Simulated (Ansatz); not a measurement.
This script for Ansatz's Python interface starts 6 runs on C₃H₅BO, SMILES BC1OC1=C. What input does the engine get in each?

Script `c3h5bo_methods.py`:
```python
"""One geometry of C3H5BO, method by method."""

from pathlib import Path
import warnings

import ansatz as az
import numpy as np

GEOMETRY = """
B    -1.42840   -0.87740   -0.28540
C     0.01700   -0.89470    0.22910
O     0.88930   -1.04850   -0.79850
C     0.82520    0.25280   -0.04550
C     1.07360    1.50140    0.15780
H    -2.33300   -1.35800    0.30890
H    -1.71170   -0.29100   -1.31280
H     0.34030   -1.40560    1.15610
H     1.84220    1.99900   -0.38010
H     0.56860    2.07080    0.97340
"""


def main() -> None:
    warnings.simplefilter("ignore", az.DeckWarning)

    c3h5bo = az.Crystal.molecule()
    for line in GEOMETRY.strip().splitlines():
        symbol, *xyz = line.split()
        c3h5bo = c3h5bo.atom(symbol, [float(v) for v in xyz])

    setup = c3h5bo.calculation().basis(gaussian="cc-pVDZ")

    print("functional    E (Ha)        dipole (D)   HOMO (eV)  LUMO (eV)")
    for name in ["blyp", "cam_b3lyp", "hf", "b3lyp", "revpbe", "r2scan"]:
        r = setup.functional(name).forces().orbitals().run(runs_dir="runs").report
        lines = Path(r["orbitals_path"]).read_text().splitlines()
        field_of = lambda key: [line.split("=")[1].strip() for line in lines if line.startswith(key)]
        orbitals = [(27.211386 * float(e), s, float(n)) for e, s, n in zip(field_of("Ene="), field_of("Spin="), field_of("Occup="))]
        homo = max(e for e, _, n in orbitals if n > 0.5)
        lumo = min(e for e, _, n in orbitals if n < 0.5)
        dipole = 4.803205 * np.linalg.norm(r["charge_distribution"]["dipole_moment_e_ang"])
        print(f"{name:10s} {r['free_energy_ev'] / 27.211386246:14.6f} {dipole:9.3f} {homo:11.3f} {lumo:10.3f}")


if __name__ == "__main__":
    main()
```

Run 1:
```yaml
crystal:
  periodic: [false, false, false]
  atoms:
    - { symbol: B, position_ang: [-1.4284, -0.8774, -0.2854] }
    - { symbol: C, position_ang: [0.017, -0.8947, 0.2291] }
    - { symbol: O, position_ang: [0.8893, -1.0485, -0.7985] }
    - { symbol: C, position_ang: [0.8252, 0.2528, -0.0455] }
    - { symbol: C, position_ang: [1.0736, 1.5014, 0.1578] }
    - { symbol: H, position_ang: [-2.333, -1.358, 0.3089] }
    - { symbol: H, position_ang: [-1.7117, -0.291, -1.3128] }
    - { symbol: H, position_ang: [0.3403, -1.4056, 1.1561] }
    - { symbol: H, position_ang: [1.8422, 1.999, -0.3801] }
    - { symbol: H, position_ang: [0.5686, 2.0708, 0.9734] }
basis:
  gaussian:
    orbitals: cc-pVDZ
hamiltonian:
  xc: blyp
output:
  orbitals: {}
  forces: true
```

Run 2, against run 1:
```diff
-  xc: blyp
+  xc: cam_b3lyp
```

Run 3, against run 1:
```diff
-  xc: blyp
+  xc: hf
```

Run 4, against run 1:
```diff
-  xc: blyp
+  xc: b3lyp
```

Run 5, against run 1:
```diff
-  xc: blyp
+  xc: revpbe
```

Run 6, against run 1:
```diff
-  xc: blyp
+  xc: r2scan
```

```console
$ python c3h5bo_methods.py
functional    E (Ha)        dipole (D)   HOMO (eV)  LUMO (eV)
blyp          -217.180095     1.536      -6.081     -2.570
cam_b3lyp     -217.148536     1.693      -9.091     -0.613
hf            -215.928661     2.016     -10.780      1.947
b3lyp         -217.270140     1.641      -7.453     -1.966
revpbe        -217.209026     1.541      -6.192     -2.626
r2scan        -217.140170     1.644      -6.584     -2.418
```

Notes:
- Total energies depend on the basis set; only differences at equal settings carry meaning.
- The geometry is a force-field or estimated start, not a minimum of this method, and the basis set is short of its limit. A lower total doesn't mark the better method: functionals have no common bound, and MP2 and coupled cluster aren't variational.
- b3lyp holds the VWN-RPA fit, as in Gaussian; the form of ORCA and Turbomole is b3lyp5.
- Levels such as HOMO and LUMO are orbital energies: with these approximate functionals they aren't the ionisation energy and electron affinity, and their gap isn't the fundamental gap.
- Hardware and time: 17 s on 1 thread of Arm Neoverse V2 (shared host), peak memory 0.26 GiB.
